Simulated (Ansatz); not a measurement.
**C₂H₅BO₂: basis-set convergence**

How large a basis does C₂H₅BO₂ need? Two functionals are run in growing sets.

The runs use Ansatz 0.2.0, Gaussian basis; one geometry, several basis sets.

Levels to be run: PBE0-D4/def2-SVP; ωB97M-V/def2-SVP; PBE0-D4/def2-QZVPP; ωB97M-V/def2-QZVPP; the functionals' def2-TZVPP values are taken from earlier runs.

## Step 1: The relaxed structure

An earlier PBE0-D4 in a triple-zeta def2 set relaxation fixed the geometry.

SMILES `OC1(O)BC1`, 10 atoms, charge 0, spin multiplicity 1.

Atoms are counted from 1 here; the program's logs count them from 0.

Bond lengths: O1–C2 1.381 Å, O1–H6 0.966 Å, C2–O3 1.398 Å, C2–B4 1.538 Å, C2–C5 1.518 Å, O3–H7 0.963 Å, B4–C5 1.536 Å, B4–H8 1.184 Å, C5–H9 1.089 Å, C5–H10 1.087 Å. Angles: C2–O1–H6 107.9°, O1–C2–O3 115.0°, O1–C2–B4 123.3°, O1–C2–C5 119.7°, O3–C2–B4 115.0°, O3–C2–C5 112.0°, B4–C2–C5 60.4°, C2–O3–H7 107.4°, C2–B4–C5 59.2°, C2–B4–H8 151.2°, C5–B4–H8 148.9°, C2–C5–B4 60.5°, C2–C5–H9 113.6°, C2–C5–H10 120.4°, B4–C5–H9 115.5°, B4–C5–H10 122.4°, H9–C5–H10 114.0°.

## Step 2: PBE0-D4 in def2-SVP

Input file in.yaml:

```yaml
crystal:
  periodic: [false, false, false]
  atoms:
    - {symbol: O, position_ang: [-0.841282, -0.581748, -1.312217]}
    - {symbol: C, position_ang: [0.069755, -0.216214, -0.340977]}
    - {symbol: O, position_ang: [1.379457, -0.036377, -0.797033]}
    - {symbol: B, position_ang: [-0.054459, -0.632887, 1.134400]}
    - {symbol: C, position_ang: [-0.316076, 0.817525, 0.700891]}
    - {symbol: H, position_ang: [-0.957593, 0.169777, -1.907148]}
    - {symbol: H, position_ang: [1.704988, -0.895966, -1.085336]}
    - {symbol: H, position_ang: [0.099839, -1.418234, 2.007033]}
    - {symbol: H, position_ang: [-1.363434, 1.112035, 0.656424]}
    - {symbol: H, position_ang: [0.361806, 1.630989, 0.946963]}
basis:
  gaussian: {orbitals: def2-SVP}
hamiltonian: {xc: pbe0, dispersion: d4}
output: {orbitals: {seedname: orbitals}}
```

Started as:

```console
ansatz run in.yaml --threads 2 --pin off --events-out ev --progress --plain --max-ram 4352MiB
```

What it wrote:

```text
Functional definition: PBE0
  name "PBE0"
  cite "Adamo & Barone, J. Chem. Phys. 110, 6158 (1999) doi:10.1063/1.478522"
  cite "Perdew, Burke & Ernzerhof, Phys. Rev. Lett. 77, 3865 (1996) doi:10.1103/PhysRevLett.77.3865"
  parent pbe
  parameter a = 0.25
  parameter kappa = 0.804
  parameter beta = 0.06672455060314922
  exchange = (1 - a)*pbe_x(kappa = kappa, mu = beta*pi^2/3) + a*exact_x
  correlation = pbe_c(beta = beta)
1046 factors; their error is unknown
mean field evaluation 1: about -6904.1994 eV, gradient 5.6e1 eV
mean field evaluation 2: about -6901.9259 eV, gradient 6.6e1 eV
mean field evaluation 4: about -6910.6620 eV, gradient 2.7e0 eV
mean field evaluation 8: about -6910.6764 eV, gradient 5.7e-2 eV
mean field evaluation 16: about -6910.6711 eV, gradient 2.3e-5 eV
mean field -6910.67105531 eV, -253.9624770615 hartree, gradient 2.3e-5 eV, S^2 0.000000; 0 other end points of the search recorded, 0 dependent functions left out
reference -6910.67108016 eV, -253.9624779747 hartree; 19, 19 occupied and 76, 76 virtual orbitals, 1046 factors
Total energy: -6910.80846299 eV, -253.9675267006 hartree
```

Run time: 1.4 s. Hardware: 2 threads of Arm Neoverse V2, shared host.

## Step 3: ωB97M-V in def2-SVP

Changes to in.yaml since step 2:

```diff
@@ -15,3 +15,3 @@
   gaussian: {orbitals: def2-SVP}
-hamiltonian: {xc: pbe0, dispersion: d4}
+hamiltonian: {xc: {name: wB97M-V}}
 output: {orbitals: {seedname: orbitals}}
```

Same command.

What it wrote, cut to the lines that bear on the results:

```text
Functional definition: wB97M-V
  name "wB97M-V"
  cite "Mardirossian & Head-Gordon, J. Chem. Phys. 144, 214110 (2016) doi:10.1063/1.4952647"
  cite "Becke, J. Chem. Phys. 107, 8554 (1997) doi:10.1063/1.475007"
  cite "Vydrov & Van Voorhis, J. Chem. Phys. 133, 244103 (2010) doi:10.1063/1.3521275"
  # Of w^i u^j: cxij and so on, Table III.
[...]
  gx(w, u) = 1 - cx + cx01*u + cx10*w
  gss(w, u) = css00 + css04*u^4 + css10*w + css20*w^2 + css43*w^4*u^3
  gos(w, u) = cos00 + cos10*w + (cos20 + cos21*u)*w^2 + (cos60 + cos61*u)*w^6
[...]
      + integral(e_c_pw_mod_opposite_spin*gos(b97_w_opposite, b97_u_opposite)) + vv10(b, c)
1046 factors; their error is unknown
250 factors; integrals over basis functions are off by at most 1.2e-5 eV
[...]
mean field -6915.76371250 eV, -254.1496287614 hartree, gradient 5.6e-5 eV, S^2 0.000000; 0 other end points of the search recorded, 0 dependent functions left out
reference -6915.76375153 eV, -254.1496301958 hartree; 19, 19 occupied and 76, 76 virtual orbitals, 1046 factors
Total energy: -6915.76375153 eV, -254.1496301958 hartree
```

Run time: 5 s. Hardware: 2 threads of Arm Neoverse V2, shared host; peak memory 0.25 GiB.

## Step 4: PBE0-D4 in def2-QZVPP

Changes to in.yaml since step 3:

```diff
@@ -14,4 +14,4 @@
 basis:
-  gaussian: {orbitals: def2-SVP}
-hamiltonian: {xc: {name: wB97M-V}}
+  gaussian: {orbitals: "def2-QZVPP.json"}
+hamiltonian: {xc: pbe0, dispersion: d4}
 output: {orbitals: {seedname: orbitals}}
```

Same command.

What it wrote:

```text
Functional definition: PBE0
  name "PBE0"
  cite "Adamo & Barone, J. Chem. Phys. 110, 6158 (1999) doi:10.1063/1.478522"
  cite "Perdew, Burke & Ernzerhof, Phys. Rev. Lett. 77, 3865 (1996) doi:10.1103/PhysRevLett.77.3865"
  parent pbe
  parameter a = 0.25
  parameter kappa = 0.804
  parameter beta = 0.06672455060314922
  exchange = (1 - a)*pbe_x(kappa = kappa, mu = beta*pi^2/3) + a*exact_x
  correlation = pbe_c(beta = beta)
1213 factors; their error is unknown
mean field evaluation 1: about -6909.6579 eV, gradient 7.0e1 eV
mean field evaluation 2: about -6902.7937 eV, gradient 9.0e1 eV
mean field evaluation 4: about -6919.0395 eV, gradient 5.1e0 eV
mean field evaluation 8: about -6919.0916 eV, gradient 1.6e-1 eV
mean field evaluation 16: about -6919.0899 eV, gradient 1.7e-4 eV
mean field -6919.08992955 eV, -254.2718649833 hartree, gradient 1.7e-5 eV, S^2 0.000000; 0 other end points of the search recorded, 0 dependent functions left out
reference -6919.08996746 eV, -254.2718663765 hartree; 19, 19 occupied and 416, 416 virtual orbitals, 1213 factors
Total energy: -6919.22735029 eV, -254.2769151024 hartree
```

It took 9.5 s on 2 threads of Arm Neoverse V2, shared host; peak memory 1.1 GiB.

## Step 5: ωB97M-V in def2-QZVPP

Changes to in.yaml since step 4:

```diff
@@ -15,3 +15,3 @@
   gaussian: {orbitals: "def2-QZVPP.json"}
-hamiltonian: {xc: pbe0, dispersion: d4}
+hamiltonian: {xc: {name: wB97M-V}}
 output: {orbitals: {seedname: orbitals}}
```

The command is unchanged.

What it wrote, cut to the lines that bear on the results:

```text
Functional definition: wB97M-V
  name "wB97M-V"
  cite "Mardirossian & Head-Gordon, J. Chem. Phys. 144, 214110 (2016) doi:10.1063/1.4952647"
  cite "Becke, J. Chem. Phys. 107, 8554 (1997) doi:10.1063/1.475007"
  cite "Vydrov & Van Voorhis, J. Chem. Phys. 133, 244103 (2010) doi:10.1063/1.3521275"
  # Of w^i u^j: cxij and so on, Table III.
[...]
  gx(w, u) = 1 - cx + cx01*u + cx10*w
  gss(w, u) = css00 + css04*u^4 + css10*w + css20*w^2 + css43*w^4*u^3
  gos(w, u) = cos00 + cos10*w + (cos20 + cos21*u)*w^2 + (cos60 + cos61*u)*w^6
[...]
      + integral(e_c_pw_mod_opposite_spin*gos(b97_w_opposite, b97_u_opposite)) + vv10(b, c)
1213 factors; their error is unknown
348 factors; integrals over basis functions are off by at most 1.1e-5 eV
[...]
mean field -6924.43138570 eV, -254.4681598762 hartree, gradient 3.9e-5 eV, S^2 0.000000; 0 other end points of the search recorded, 0 dependent functions left out
reference -6924.43144666 eV, -254.4681621167 hartree; 19, 19 occupied and 416, 416 virtual orbitals, 1213 factors
Total energy: -6924.43144666 eV, -254.4681621167 hartree
```

It took 26 s on 2 threads of Arm Neoverse V2, shared host; peak memory 1.4 GiB.

## Step 6: Density functionals: the series

The def2-TZVPP values come from earlier runs at the same geometry.

```csv
functional,basis,functions,energy (eV),from the largest (eV),HOMO (eV),LUMO (eV)
PBE0-D4,def2-SVP,95,-6910.8085,8.419,-6.85,-1.46
PBE0-D4,def2-TZVPP,225,-6918.8365,0.391,-7.00,-1.60
PBE0-D4,def2-QZVPP,435,-6919.2274,0.000,-7.05,-1.64
ωB97M-V,def2-SVP,95,-6915.7638,8.668,-9.13,0.63
ωB97M-V,def2-TZVPP,225,-6924.0617,0.370,-9.30,0.41
ωB97M-V,def2-QZVPP,435,-6924.4314,0.000,-9.34,0.32
```

## Step 7: What came out

| quantity | value |
| --- | --- |
| PBE0-D4: double and triple zeta above quadruple | 8.42, 0.39 eV |
| ωB97M-V: double and triple zeta above quadruple | 8.67, 0.37 eV |

**Reading.** For PBE0-D4 the step from double to triple zeta gains 8.03 eV and the next only 0.39 eV. These are total energies; as a rule much of such shifts cancels in differences, which this series doesn't test.

For PBE0-D4 the largest set took about 7 times as long as the smallest (9.5 s against 1.4 s).
